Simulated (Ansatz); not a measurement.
# F− with SiH₄: structure and interaction energy

One table from this session's results is given with a row withheld; the runs are named, their logs left out.

The runs use Ansatz 0.2.0, Gaussian basis; PBE0-D4 structure, single points in def2-TZVPPD.

Levels: PBE-D4, revPBE-D4, BLYP-D4, r2SCAN-D4, B97M-V, PBE0-D4, B3LYP-D4, HSE06-D4, wB97X-V, wB97M-V, B2PLYP, Hartree-Fock, MP2, CCSD, CCSD(T). The reference is CCSD(T) extrapolated to the basis limit.

Cores are frozen in the correlated methods. B3LYP uses VWN-RPA correlation. B2PLYP carries no dispersion term here.

163 further runs of the same task are left out: 163 set aside as unsound or not needed.

### The system as given

The pair, from a GFN2-xTB docking trial: 6 atoms, charge -1, spin multiplicity 1.

Atoms are counted from 1 here; the program's logs count them from 0.

Bond lengths: F1–Si2 1.775 Å, Si2–H3 1.480 Å, Si2–H4 1.483 Å, Si2–H5 1.614 Å, Si2–H6 1.484 Å. Angles: F1–Si2–H3 88.2°, F1–Si2–H4 87.2°, F1–Si2–H5 179.1°, F1–Si2–H6 87.9°, H3–Si2–H4 119.4°, H3–Si2–H5 92.0°, H3–Si2–H6 119.3°, H4–Si2–H5 91.9°, H4–Si2–H6 120.8°, H5–Si2–H6 92.7°.

Geometry (Å):

| atom | x (Å) | y (Å) | z (Å) |
| --- | --- | --- | --- |
| F1 | -0.3693 | 0.0113 | -1.6790 |
| Si2 | 0.0117 | -0.0048 | 0.0542 |
| H3 | 1.2985 | 0.6496 | -0.2698 |
| H4 | -1.1989 | 0.8283 | 0.2540 |
| H5 | 0.3418 | 0.0003 | 1.6343 |
| H6 | -0.0838 | -1.4847 | 0.0063 |

Atoms 1 to 1 are fragment A (F−), the rest fragment B (SiH₄).

Set-up of the first run:

The input, pre/in.yaml:

```yaml
crystal:
  periodic: [false, false, false]
  atoms:
    - {symbol: F, position_ang: [-0.369300, 0.011300, -1.679000]}
    - {symbol: Si, position_ang: [0.011700, -0.004800, 0.054200]}
    - {symbol: H, position_ang: [1.298500, 0.649600, -0.269800]}
    - {symbol: H, position_ang: [-1.198900, 0.828300, 0.254000]}
    - {symbol: H, position_ang: [0.341800, 0.000300, 1.634300]}
    - {symbol: H, position_ang: [-0.083800, -1.484700, 0.006300]}
basis:
  gaussian: {orbitals: def2-SVPD}
total_charge: -1
hamiltonian: {xc: pbe, dispersion: d4}
relax: {f_tol: 0.03, max_steps: 250}
```

Command:

```console
ansatz run in.yaml --threads 2 --pin off --events-out ev --progress --plain --max-ram 5222MiB
```

Among the steps run: A first relaxation in a small basis; Relaxation at PBE0-D4; wB97X-V/def2-TZVPPD; wB97M-V/def2-TZVPPD; B2PLYP/def2-TZVPPD; B97M-V/def2-TZVPPD; CCSD(T)/def2-TZVPPD; MP2/def2-QZVPPD; Hartree-Fock/STO-3G; SPW92/def2-SVP; wB97M-V/def2-SVP; CCSD(T)/def2-SVP; Vibrations of the pair.

One table of the session follows, with a row left open; its other results are not shown here.

```
      method  interaction (kcal/mol)
      PBE-D4                  -57.50
   revPBE-D4                  -56.63
     BLYP-D4                  -54.68
   r2SCAN-D4                  -62.81
      B97M-V                  -65.28
     PBE0-D4                  -62.49
    B3LYP-D4                  -59.50
    HSE06-D4                  -62.47
     wB97X-V                  -61.83
     wB97M-V                  -62.74
      B2PLYP                  -58.96
Hartree-Fock                  -64.59
         MP2                  -60.23
        CCSD                  -60.90
     CCSD(T)                  -60.07
 CCSD(T)/CBS                       ?
```

**Question.** Estimate the row for CCSD(T)/CBS.

**Answer.** interaction (kcal/mol): -63.02. In the column «interaction (kcal/mol)» it lies between Hartree-Fock (-64.59) and r2SCAN-D4 (-62.81).

Among the levels timed on like hardware and quicker than the yardstick, those that no quicker one beats, quickest first: revPBE-D4 (2.4 s, +6.39 kcal/mol); PBE-D4 (2.5 s, +5.53 kcal/mol); PBE0-D4 (3 s, +0.53 kcal/mol); r2SCAN-D4 (4.5 s, +0.21 kcal/mol).

For cost: r2SCAN-D4 gets within 0.21 kcal/mol in 4.5 s, where CCSD(T)/CBS took 31 s; the quickest level in the cost chart, revPBE-D4, takes 2.4 s and misses by 6.39 kcal/mol.

To keep in mind: A lower arrangement may exist.
